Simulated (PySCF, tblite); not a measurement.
# CH15NOSi5: geometry, infrared bands and NMR shifts

Aim: predict the infrared bands and NMR shifts of CH15NOSi5 (`CN[SiH2][Si]([SiH3])([SiH3])O[SiH3]`).

Computed with tblite 0.8.0 and PySCF 2.14.0, with density-fitted response routines of our own, on a single molecule in the gas phase. Atoms are numbered from 0 throughout.

## 1. The starting structure

23 atoms, charge 0, multiplicity 1; geometry from: force field or distance geometry start.

Bonds of the start (Å): C0–N1 1.45, N1–Si2 1.80, Si2–Si3 2.23, Si3–Si4 2.21, Si3–Si5 2.24, Si3–O6 1.71, O6–Si7 1.73, C0–H8 1.12, C0–H9 1.12, C0–H10 1.10, N1–H11 1.04, Si2–H12 1.45, Si2–H13 1.47, Si4–H14 1.47, Si4–H15 1.47, Si4–H16 1.48, Si5–H17 1.48, Si5–H18 1.46, Si5–H19 1.46, Si7–H20 1.47, Si7–H21 1.46, Si7–H22 1.49.

## 2. Optimising the geometry with GFN2-xTB

Job settings and geometry (Å):

```
{"job": {"kind": "relax", "xc": "GFN2-xTB", "basis": "xTB"}, "charge": 0, "multiplicity": 1}
C      3.763200     0.036000     0.182100
N      2.392500     0.144700     0.640100
Si     1.368300    -1.234100     0.113700
Si    -0.679500    -0.374800    -0.111400
Si    -0.475700     1.593200    -1.092600
Si    -1.595700    -0.234300     1.929900
O     -1.727800    -1.342900    -1.049200
Si    -3.197600    -0.435600    -1.135300
H      4.244900     1.014200     0.416400
H      4.233200    -0.775200     0.787900
H      3.844500    -0.185800    -0.889400
H      1.966200     0.988800     0.199600
H      1.867100    -1.873700    -1.084400
H      1.377900    -2.247600     1.172100
H     -0.065000     1.498900    -2.501400
H     -1.794300     2.237400    -1.044600
H      0.449100     2.418800    -0.287100
H     -0.520200    -0.531200     2.895000
H     -2.154300     1.098700     2.149000
H     -2.581800    -1.308500     2.034600
H     -4.317400    -1.225700    -1.668200
H     -2.934000     0.769900    -1.910600
H     -3.468600    -0.004000     0.263800
```

On the command line:

```bash
OMP_NUM_THREADS=1 python probes_run.py task.json out
```

This one command runs all jobs of the session in turn.

The log of the run:

```text
step      E/eV     max force
  0    -692.62621    2.623
  1    -692.93088    1.755
  2    -693.12952    1.256
  3    -693.21511    1.020
  4    -693.43880    1.039
  5    -693.55031    1.005
  6    -693.75155    0.779
  7    -693.83939    0.824
  8    -693.92962    0.632
  9    -693.98344    0.622
 10    -694.02892    0.604
 11    -694.07515    0.415
 12    -694.10645    0.373
 13    -694.12314    0.262
 14    -694.13888    0.256
 15    -694.15538    0.276
 16    -694.17159    0.274
 17    -694.18888    0.340
 18    -694.20496    0.267
 19    -694.21884    0.290
 20    -694.23364    0.324
 21    -694.25060    0.290
 22    -694.26740    0.363
 23    -694.28307    0.315
 24    -694.29544    0.190
 25    -694.30687    0.276
 26    -694.32035    0.326
 27    -694.33369    0.305
 28    -694.34326    0.192
 29    -694.34913    0.190
 30    -694.35504    0.187
 31    -694.36523    0.252
 32    -694.37482    0.207
 33    -694.38302    0.195
 34    -694.39043    0.197
 35    -694.39832    0.212
 36    -694.40866    0.282
 37    -694.42299    0.409
 38    -694.43957    0.379
 39    -694.45258    0.226
 40    -694.45924    0.183
 41    -694.46234    0.290
 42    -694.46733    0.252
 43    -694.47236    0.159
 44    -694.48008    0.191
 45    -694.48385    0.203
 46    -694.48831    0.182
 47    -694.49227    0.162
 48    -694.49589    0.107
 49    -694.49850    0.155
 50    -694.50110    0.174
 51    -694.50420    0.146
 52    -694.50747    0.115
 53    -694.50986    0.091
 54    -694.51125    0.092
 55    -694.51225    0.095
 56    -694.51334    0.079
 57    -694.51463    0.069
 58    -694.51577    0.066
 59    -694.51673    0.079
 60    -694.51806    0.084
 61    -694.51984    0.096
 62    -694.52184    0.100
 63    -694.52354    0.090
 64    -694.52498    0.095
 65    -694.52657    0.119
 66    -694.52852    0.127
 67    -694.53056    0.103
 68    -694.53228    0.098
 69    -694.53366    0.101
 70    -694.53495    0.073
 71    -694.53620    0.087
 72    -694.53726    0.087
 73    -694.53807    0.069
 74    -694.53883    0.062
 75    -694.53970    0.063
 76    -694.54090    0.075
 77    -694.54244    0.098
 78    -694.54410    0.096
 79    -694.54542    0.063
 80    -694.54622    0.046
 81    -694.54674    0.041
 82    -694.54723    0.043
 83    -694.54777    0.059
 84    -694.54826    0.054
 85    -694.54859    0.034
 86    -694.54878    0.034
 87    -694.54893    0.028
 88    -694.54911    0.034
 89    -694.54929    0.032
 90    -694.54942    0.020
 91    -694.54952    0.023
 92    -694.54965    0.035
 93    -694.54982    0.043
 94    -694.55001    0.037
 95    -694.55014    0.017
 96    -694.55020    0.013
 97    -694.55022    0.014
 98    -694.55026    0.013
 99    -694.55031    0.015
100    -694.55038    0.015
101    -694.55045    0.018
102    -694.55051    0.023
103    -694.55058    0.023
104    -694.55065    0.017
105    -694.55073    0.019
106    -694.55081    0.021
107    -694.55089    0.023
108    -694.55098    0.022
109    -694.55110    0.024
110    -694.55124    0.023
111    -694.55139    0.023
112    -694.55152    0.024
113    -694.55165    0.021
114    -694.55177    0.021
115    -694.55188    0.022
116    -694.55196    0.022
117    -694.55203    0.020
118    -694.55211    0.018
119    -694.55224    0.027
120    -694.55244    0.033
121    -694.55266    0.031
122    -694.55284    0.025
123    -694.55296    0.025
124    -694.55306    0.024
125    -694.55316    0.025
126    -694.55326    0.020
127    -694.55332    0.014
128    -694.55336    0.012
129    -694.55339    0.011
130    -694.55341    0.010
131    -694.55343    0.011
132    -694.55346    0.012
133    -694.55351    0.015
134    -694.55357    0.021
135    -694.55366    0.021
136    -694.55375    0.017
137    -694.55382    0.020
138    -694.55390    0.019
139    -694.55401    0.030
140    -694.55415    0.034
141    -694.55430    0.026
142    -694.55442    0.026
143    -694.55453    0.025
144    -694.55464    0.026
145    -694.55477    0.026
146    -694.55492    0.036
147    -694.55510    0.043
148    -694.55532    0.042
149    -694.55565    0.039
150    -694.55608    0.043
151    -694.55647    0.040
152    -694.55668    0.071
153    -694.55306    0.178
154    -694.55699    0.055
155    -694.55689    0.070
156    -694.55739    0.042
157    -694.55760    0.045
158    -694.55809    0.040
159    -694.55834    0.035
160    -694.55857    0.024
161    -694.55869    0.021
162    -694.55885    0.029
163    -694.55907    0.041
164    -694.55933    0.049
165    -694.55955    0.035
166    -694.55981    0.026
167    -694.55998    0.037
168    -694.56010    0.044
169    -694.56029    0.036
170    -694.56055    0.033
171    -694.56070    0.029
172    -694.56078    0.025
173    -694.56084    0.021
174    -694.56091    0.017
175    -694.56097    0.016
176    -694.56101    0.014
177    -694.56104    0.011
178    -694.56106    0.011
179    -694.56110    0.014
180    -694.56113    0.016
181    -694.56117    0.014
182    -694.56120    0.013
183    -694.56123    0.012
184    -694.56126    0.010
185    -694.56128    0.009
```

It took 4.6 s on 1 thread of Arm Neoverse N1, shared host; peak memory 0.19 GiB.

Step by step: (not every step is listed)

| step | energy from step 0 (eV) | largest force (eV/Å) |
| --- | --- | --- |
| 0 | 0.0000 | 2.6226 |
| 1 | -0.3047 | 1.7549 |
| 2 | -0.5033 | 1.2564 |
| 3 | -0.5889 | 1.0196 |
| 4 | -0.8126 | 1.0387 |
| 5 | -0.9241 | 1.0053 |
| 6 | -1.1253 | 0.7794 |
| 7 | -1.2132 | 0.8235 |
| 8 | -1.3034 | 0.6325 |
| 25 | -1.6807 | 0.2762 |
| 42 | -1.8411 | 0.2518 |
| 59 | -1.8905 | 0.0794 |
| 76 | -1.9147 | 0.0746 |
| 93 | -1.9236 | 0.0430 |
| 110 | -1.9250 | 0.0227 |
| 127 | -1.9271 | 0.0136 |
| 144 | -1.9284 | 0.0257 |
| 161 | -1.9325 | 0.0215 |
| 178 | -1.9348 | 0.0110 |
| 180 | -1.9349 | 0.0159 |
| 181 | -1.9350 | 0.0136 |
| 182 | -1.9350 | 0.0128 |
| 183 | -1.9350 | 0.0121 |
| 184 | -1.9350 | 0.0103 |
| 185 | -1.9351 | 0.0085 |

Close pairs (by a distance rule), those that changed most:

| bond | before (Å) | after (Å) | change (Å) |
| --- | --- | --- | --- |
| Si3–Si4 | 2.208 | 2.341 | +0.133 |
| O6–Si7 | 1.729 | 1.609 | -0.120 |
| Si3–Si5 | 2.242 | 2.340 | +0.098 |
| Si2–Si3 | 2.232 | 2.319 | +0.087 |
| N1–Si2 | 1.796 | 1.723 | -0.073 |
| Si3–O6 | 1.708 | 1.656 | -0.052 |
| Si2–H12 | 1.447 | 1.485 | +0.038 |
| N1–H11 | 1.043 | 1.009 | -0.034 |

The end geometry stands in the next job.

## 3. Vibrational analysis with GFN2-xTB

Job settings and geometry (Å):

```
{"job": {"kind": "ir", "xc": "GFN2-xTB", "basis": "xTB"}, "charge": 0, "multiplicity": 1}
C      3.831045    -0.622216     0.457520
N      2.466117    -0.166290     0.392315
Si     1.242533    -1.049450    -0.439341
Si    -0.654598     0.204344     0.015625
Si    -0.720123     2.319712    -0.985134
Si    -1.359674     0.250877     2.246009
O     -1.800754    -0.686904    -0.780276
Si    -3.266875    -1.056634    -1.331634
H      4.329551    -0.209835     1.337103
H      3.828763    -1.706505     0.533905
H      4.409454    -0.344885    -0.431037
H      2.420858     0.841496     0.394114
H      1.555520    -1.285048    -1.871638
H      1.332077    -2.399261     0.149863
H     -0.458522     2.338277    -2.431613
H     -1.984205     3.049648    -0.818949
H      0.316538     3.183633    -0.398444
H     -0.258026     0.676020     3.118205
H     -2.457426     1.195162     2.508215
H     -1.830996    -1.032073     2.783557
H     -3.194174    -2.477923    -1.654423
H     -3.512067    -0.223041    -2.507501
H     -4.239769    -0.772117    -0.276362
```

The log of the run:

```text
mode    cm-1     km/mol
  1      19.7      0.06
  2      23.5      0.05
  3      26.7      0.39
  4      35.8      0.21
  5      40.7      0.18
  6      48.2      0.12
  7      59.7      0.97
  8      68.6      2.26
  9      85.8      2.73
 10      98.0      0.88
 11     148.7      6.92
 12     154.3      4.74
 13     164.7     10.47
 14     168.5     13.60
 15     269.0     10.96
 16     332.6      3.78
 17     376.5      9.34
 18     386.1      3.98
 19     398.0      2.13
 20     406.3      3.79
 21     420.5     33.47
 22     483.6      0.96
 23     496.4     37.80
 24     518.0     33.86
 25     561.2     36.95
 26     577.2     20.64
 27     603.8     55.55
 28     614.1     58.51
 29     706.8    529.16
 30     754.4    813.89
 31     773.1    370.38
 32     783.8    511.67
 33     787.7     73.19
 34     802.5     66.07
 35     804.8    196.69
 36     813.8    175.15
 37     828.2     22.88
 38     829.6    479.71
 39     837.0    188.39
 40     855.5    227.40
 41    1048.2    740.82
 42    1066.3     19.35
 43    1110.0      3.84
 44    1159.1     80.64
 45    1371.7     68.50
 46    1423.5      4.53
 47    1494.7      3.01
 48    1505.8      3.00
 49    2043.1    318.77
 50    2138.2    157.13
 51    2178.0    176.51
 52    2179.7    250.26
 53    2192.7    343.13
 54    2202.9    184.76
 55    2206.6    323.88
 56    2213.7    379.53
 57    2245.3    399.15
 58    2262.9    293.23
 59    2287.7    214.39
 60    2904.3     74.46
 61    2969.4     63.87
 62    3036.6     24.98
 63    3443.9     14.33
```

It took 3 s on 1 thread of Arm Neoverse N1, shared host; peak memory 0.19 GiB.

Which atoms move in the most intense modes:

| cm⁻¹ | km/mol | atoms |
| --- | --- | --- |
| 707 | 529.2 | H13 44 %, H12 32 %, Si2 13 % |
| 754 | 813.9 | H18 16 %, H17 15 %, H19 15 %, H15 14 % |
| 773 | 370.4 | H20 55 %, H21 21 %, H22 12 % |
| 784 | 511.7 | H14 13 %, H19 12 %, H16 12 %, H15 11 % |
| 830 | 479.7 | H21 20 %, H22 19 %, H20 18 % |
| 1048 | 740.8 | O6 74 %, Si7 13 % |
| 2214 | 379.5 | H17 90 % |
| 2245 | 399.1 | H22 74 %, H21 20 % |

## 4. Nuclear shieldings: PBE0/pcSseg-1

Settings changed since step 3:

```diff
@@ -1,2 +1,2 @@
-{"job": {"kind": "ir", "xc": "GFN2-xTB", "basis": "xTB"}, "charge": 0, "multiplicity": 1}
+{"job": {"kind": "nmr", "xc": "PBE0", "basis": "pcSseg-1"}, "charge": 0, "multiplicity": 1}
 C      3.831045    -0.622216     0.457520
```

Level: GIAO PBE0/pcSseg-1 NMR shielding, non-relativistic, gas phase.

The log of the run:

```text
coarse grid: 20656 points
cycle   1  E = -1623.5606664030  dE =  3.721e-01  |g| = 8.510e-01  |ddm| = 4.264e+00
cycle   2  E = -1623.2843103264  dE =  2.764e-01  |g| = 1.453e+00  |ddm| = 2.192e+00
cycle   3  E = -1623.6926846959  dE = -4.084e-01  |g| = 1.171e-01  |ddm| = 1.679e+00
cycle   4  E = -1623.6946239738  dE = -1.939e-03  |g| = 7.236e-02  |ddm| = 2.082e-01
cycle   5  E = -1623.6957886587  dE = -1.165e-03  |g| = 1.380e-02  |ddm| = 8.654e-02
cycle   6  E = -1623.6958256438  dE = -3.699e-05  |g| = 3.536e-03  |ddm| = 1.658e-02
cycle   7  E = -1623.6958285534  dE = -2.910e-06  |g| = 7.130e-04  |ddm| = 4.173e-03
final grid: 173624 points
cycle   8  E = -1623.7457743973  dE = -2.019e-05  |g| = 9.090e-03  |ddm| = 2.060e-02
cycle   9  E = -1623.7457546909  dE =  1.971e-05  |g| = 1.351e-02  |ddm| = 1.893e-02
cycle  10  E = -1623.7457901823  dE = -3.549e-05  |g| = 1.316e-03  |ddm| = 1.234e-02
cycle  11  E = -1623.7457905409  dE = -3.586e-07  |g| = 2.424e-04  |ddm| = 1.396e-03
cycle  12  E = -1623.7457905528  dE = -1.190e-08  |g| = 7.326e-05  |ddm| = 2.798e-04
cycle  13  E = -1623.7457905538  dE = -1.025e-09  |g| = 2.760e-05  |ddm| = 8.680e-05
cycle  14  E = -1623.7457905539  dE = -1.560e-10  |g| = 4.548e-06  |ddm| = 3.269e-05
converged SCF energy = -1623.7457905539

GIAO shielding tensors (ppm)
atom      isotropic    diamagn.    paramagn.     s11        s22        s33       span
  0 C      151.236     238.595     -87.359    128.201    137.561    187.945     59.744
  1 N      257.560     328.240     -70.680    223.129    251.960    297.590     74.461
  2 Si     395.457     882.823    -487.366    333.093    379.857    473.422    140.329
  3 Si     351.708     882.296    -530.587    278.290    299.311    477.523    199.233
  4 Si     465.600     882.242    -416.642    434.342    475.796    486.661     52.319
  5 Si     462.171     881.845    -419.673    434.117    467.178    485.219     51.102
  6 O      357.866     402.290     -44.424    239.951    408.370    425.277    185.326
  7 Si     391.999     881.467    -489.468    351.731    357.977    466.288    114.557
  8 H       28.789      26.264       2.525     23.454     26.584     36.330     12.876
  9 H       29.288      27.264       2.023     25.252     27.358     35.253     10.001
 10 H       28.843      25.943       2.900     23.414     26.822     36.294     12.879
 11 H       32.795      37.658      -4.863     22.349     33.815     42.219     19.870
 12 H       26.430      31.556      -5.126     23.563     24.469     31.259      7.696
 13 H       26.670      32.039      -5.370     24.257     25.218     30.534      6.278
 14 H       27.884      30.729      -2.844     24.801     25.682     33.169      8.369
 15 H       27.908      30.528      -2.620     24.662     25.954     33.109      8.447
 16 H       28.446      30.905      -2.458     25.292     26.556     33.491      8.199
 17 H       28.306      30.486      -2.180     24.919     26.670     33.328      8.409
 18 H       27.884      30.346      -2.461     24.579     26.097     32.977      8.398
 19 H       27.853      30.440      -2.587     24.835     25.561     33.162      8.327
 20 H       26.851      29.724      -2.873     22.976     25.077     32.499      9.523
 21 H       26.816      29.810      -2.993     22.988     25.491     31.970      8.982
 22 H       26.799      29.811      -3.012     23.007     25.655     31.735      8.728
```

It took 2.5 min on 1 thread of Arm Neoverse N1, shared host; peak memory 1.2 GiB.

Shifts follow as δ = σ(reference) − σ, with reference shieldings (ppm) from runs at the same level and on the same kind of geometry: 1H TMS 31.72, 13C TMS 186.9, 29Si TMS 349.2, 15N NH3 267.7, 17O H2O 336.1. The references are single molecules in the gas phase, so shifts against H2O, NH3, PH3, H3PO4 or CFCl3 are not on the usual liquid scales and can be off by tens of ppm. Atoms listed in one row are averaged.

| atoms | environment | σ (ppm) | δ (ppm) | δ scaled to CDCl3 |
| --- | --- | --- | --- | --- |
| C0 | methyl carbon bonded to N | 151.2 | 35.7 | 32.9 |
| H12, H13 | hydrogen on a silicon bonded to N, Si | 26.55 | 5.17 | – |
| H20, H21, H22 | hydrogen on a silicon bonded to O | 26.82 | 4.89 | – |
| H14, H15, H16, H17, H18, H19 | hydrogen on a silicon bonded to Si | 28.05 | 3.67 | – |
| H8, H9, H10 | hydrogen on a methyl carbon bonded to N | 28.97 | 2.74 | 2.69 |
| H11 | hydrogen on a nitrogen bonded to C, Si | 32.79 | -1.08 | – |
| N1 | nitrogen bonded to C, Si, H | 257.6 | 10.2 | – |
| Si3 | silicon bonded to O, 3 Si | 351.7 | -2.6 | – |
| Si7 | silicon bonded to O, 3 H | 392.0 | -42.8 | – |
| Si2 | silicon bonded to N, Si, 2 H | 395.5 | -46.3 | – |
| Si4, Si5 | silicon bonded to Si, 3 H | 463.9 | -114.7 | – |
| O6 | oxygen bonded to 2 Si | 357.9 | -21.8 | – |

The scaled column applies a straight-line fit of computed shieldings to shifts measured in CDCl3 (root-mean-square error 0.16 ppm for H, 1.9 ppm for C).

The run also stored atomic charges by several schemes (e):

| atoms | Mulliken | IAO | Hirshfeld | ESP fit |
| --- | --- | --- | --- | --- |
| C0 | -0.09 | -0.30 | -0.07 | -0.25 |
| N1 | -0.70 | -0.68 | -0.25 | -0.55 |
| Si2 | 0.55 | 0.61 | 0.27 | 0.38 |
| Si3 | 0.19 | 0.46 | 0.21 | 0.01 |
| Si4, Si5 | 0.21 | 0.26 | 0.20 | 0.25 |
| O6 | -0.75 | -0.89 | -0.31 | -0.32 |
| Si7 | 0.74 | 0.89 | 0.39 | 0.57 |

Mayer bond orders: C0–N1 0.97, N1–Si2 0.98, Si2–Si3 0.90, Si3–Si4 0.89, Si3–Si5 0.88, Si3–O6 0.79, O6–Si7 0.95.

Orbitals, density, ELF and potential are computed afterwards from the orbital file.

Frontier orbitals at PBE0/pcSseg-1, with the share of their density that lies nearest to each atom:

| orbital | energy (eV) | lies on |
| --- | --- | --- |
| HOMO | -6.74 | N1 59 %; H10, H12 about 9 % each; H11 6 % |
| LUMO | -1.34 | Si3 27 %; O6 10 %; Si2 9 % |

ELF in a plane through or near 8 of the atoms.

Ten even steps from ' ' (0.00) to '@' (1.00):
```
                                                        
                                                        
                                                        
                          ..                            
                        ..--::..    ::..                
                          ::::....::----                
                ..==        ::--::::::..                
        ....    %%@@%%    ..**%%##::                    
      ..==++::  %%@@%%  ..--==++##--                    
        ==**++++**++**..++**::**  ::..                  
        --++--==####%%..##@@::..**%%##--::====::        
        ::++##==::**..%%..%%++--%%**%%..  --**--        
        ..**%%++  ..  ==  --....%%%%##==##  ==::        
        ..==++..  ::++==::..    ==--::..::....          
                  ..----..          **@@@@@@--          
                                  --@@@@@@@@++          
                                  --@@@@@@@@--          
                                    ..++**::            
                                                        
                                                        
```
The map spans 14.2 Å across and 11.2 Å up, centred on the molecule. Atoms in the plane (x, y in Å): C0 (-3.9, -0.3), N1 (-2.5, 0.1), Si2 (-1.3, -1.1), Si3 (0.7, 0.2), O6 (1.8, -1.0), Si7 (3.3, -1.6), H11 (-2.4, 1.0), H20 (3.2, -3.0).

On the surface of density 0.002 e/bohr³ the electrostatic potential runs, from the 1st to the 99th percentile, from -0.62 V near N1 to 1.50 V near H11.

## 5. Outcome

```
                                                                quantity                              value
                               strongest single infrared mode (GFN2-xTB)               754 cm⁻¹, 814 km/mol
                                            zero-point energy (GFN2-xTB)                      91.3 kcal/mol
                                  13C shifts against TMS (PBE0/pcSseg-1)                           35.7 ppm
  1H shifts against TMS (PBE0/pcSseg-1, means over atoms taken as alike)  5.17, 4.89, 3.67, 2.74, -1.08 ppm
                                  15N shifts against NH3 (PBE0/pcSseg-1)                           10.2 ppm
29Si shifts against TMS (PBE0/pcSseg-1, means over atoms taken as alike)     -2.6, -42.8, -46.3, -114.7 ppm
                                  17O shifts against H2O (PBE0/pcSseg-1)                          -21.8 ppm
                                   surface potential, 1st and 99th percentile                 -0.62 V and 1.50 V
```

In words: Over 185 steps the energy fell by 1.935 eV; of the close pairs, Si3–Si4 changed most, 2.208 to 2.341 Å. No mode is imaginary among the 63: a minimum at this level. The strongest single mode, at 754 cm⁻¹, has its largest shares on H18, H17, H19 and H15 (the list is cut at 4 atoms). Unscaled tight-binding wavenumbers are off by several per cent, some by more. Its intensities can rank the bands wrongly. At PBE0/pcSseg-1: Shielding is most anisotropic at Si3 (span 199 ppm, paramagnetic term -531 ppm). At PBE0/pcSseg-1, counted by nearest atom on the grid, the HOMO lies on N1 59 %; H10, H12 about 9 % each, the LUMO on Si3 27 %; O6 10 %.
